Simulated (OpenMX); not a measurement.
Co, a sheet with vacuum:

```xyz
1
Lattice="2.3472 0.0000 0.0000 -1.1736 2.0327 0.0000 0.0000 0.0000 23.8000" Properties=species:S:1:pos:R:3 pbc="T T T"
Co    0.0000    0.0000    7.0001
```

The cell was built by a generator and needn't be a form met in nature.

Program: OpenMX 3.8.5. Alike in all runs: task single point; level PBE; potentials or basis OpenMX 2013 PBE set, Co6.0H-s3p2d2, grid cutoff 500 Ry; cell as given; k mesh 9 × 9 × 1; smearing fermi-dirac 0.05 eV. Hardware: 1 thread of Arm Neoverse V2 (shared host).

**Question.** Order these runs on this cell by their wall time, lowest first.
A. spin non-collinear, ferromagnetic start; SCF threshold 1e-07 Ha; max SCF cycles 160
B. spin collinear, ferromagnetic start; SCF threshold 1e-08 Ha; max SCF cycles 160
C. spin off; SCF threshold 1e-08 Ha; max SCF cycles 100

**Answer.** C (12 s), B (26 s), A (58 s).

Caveats: no basis functions reach into the vacuum, so the work function isn't listed.
